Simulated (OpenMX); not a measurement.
# NbTe in OpenMX: the effect of dispersion

The system is NbTe.

```
Te Nb
1.0
     3.70297    0.00000    0.00000
    -1.85149    3.20687    0.00000
     0.00000    0.00000    3.69421
Te Nb
1 1
Direct
  0.66667 0.33333 0.00000
  0.00000 0.00000 0.50000
```

The cell comes from a database or a generator and needn't be the stable form of this composition.

Alike in all runs:

- Program: OpenMX 3.8.5
- Task: single point
- Functional: PBE
- Potentials or basis: OpenMX 2013 PBE set, Te7.0-s3p2d2f1, Nb7.0-s3p2d2, grid cutoff 500 Ry
- k mesh: 7 × 7 × 5
- Occupations: fermi-dirac, width 0.05 eV
- Spin: no spin polarisation

```tsv
dispersion	pressure (GPa)
none	?
D3	-1.0
D3(BJ)	-2.3
D4	-0.8
```

**Question.** What does the run with dispersion none give?

**Answer.** Pressure 2.5 GPa.

Caveats: the basis of atomic orbitals isn't converged, which shifts pressures, moduli and gaps; pairwise dispersion overbinds metals, which lowers pressure and volume (some runs).
